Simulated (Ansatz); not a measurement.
**Cs (Im-3m): an equation of state far from equilibrium**

Aim: energy and pressure of Cs (Im-3m) over a wide range of volumes, and a fit. Whether the element takes this structure at low temperature is a separate question.

Computed with Ansatz 0.2.0 (DFT r²SCAN, scalar-relativistic, plane waves, PAW, unless a step's input says otherwise).

### Step 1. The system as given

Symmetry: Im-3m, No. 229, cubic system. Conventional cell: a = 6.284 Å, b = 6.284 Å, c = 6.284 Å, α = 90.00°, β = 90.00°, γ = 90.00°.

As a file:

```cif
data_structure
_symmetry_space_group_name_H-M 'Im-3m'
_symmetry_Int_Tables_number 229
_cell_length_a 6.2844
_cell_length_b 6.2844
_cell_length_c 6.2844
_cell_angle_alpha 90.000
_cell_angle_beta 90.000
_cell_angle_gamma 90.000
_cell_volume 248.19
loop_
_atom_site_label
_atom_site_type_symbol
_atom_site_symmetry_multiplicity
_atom_site_Wyckoff_symbol
_atom_site_fract_x
_atom_site_fract_y
_atom_site_fract_z
_atom_site_occupancy
Cs1 Cs 2 a 0.00000 0.00000 0.00000 1
```

This cell comes from an earlier session at r²SCAN: 124.096 Å³/atom at 0.00 GPa, on a 10×10×10 mesh.

### Step 2. Volume × 0.96

input.yaml reads:

```yaml
crystal:
  lattice:
    - [-3.099725987, 3.099725987, 3.099725987]
    - [3.099725987, -3.099725987, 3.099725987]
    - [3.099725987, 3.099725987, -3.099725987]
  atoms:
    - { symbol: Cs, position: [0.0, 0.0, 0.0] }
basis:
  ecutwfc: 500
  ecutrho_ratio: 4
kpoints:
  mp_grid: { grid: [10, 10, 10] }
hamiltonian:
  xc: r2scan
scf:
  occupations: { method: gaussian, width: 0.05 }
output:
  forces: true
  stress: true
  eigenvalues: true
```

Command:

```sh
ansatz run input.yaml --threads 1 --pin off --max-ram 2560MiB --backend cpu --events-out ev --progress --plain --runs-dir out
```

After this run come: Volume × 1.04; Volume × 0.92; Volume × 0.88; Volume × 0.84; Volume × 0.8.

What does the calculation give? Wanted: range of pressure; V0; B0; B0′.

The runs gave:

| quantity | value |
| --- | --- |
| range of pressure | -0.1 to 0.6 GPa |
| V0 (fit) | 123.92 Å³/atom |
| B0 (fit) | 2 GPa |
| B0′ (fit) | 0.93 |

**Reading.** A third-order Birch-Murnaghan fit follows the points with an rms miss of 0.20 meV/atom. The k mesh is not the same at all volumes. Symmetry fixes shape and sites, so only the volume changes. Other structures may be lower in enthalpy at these pressures.
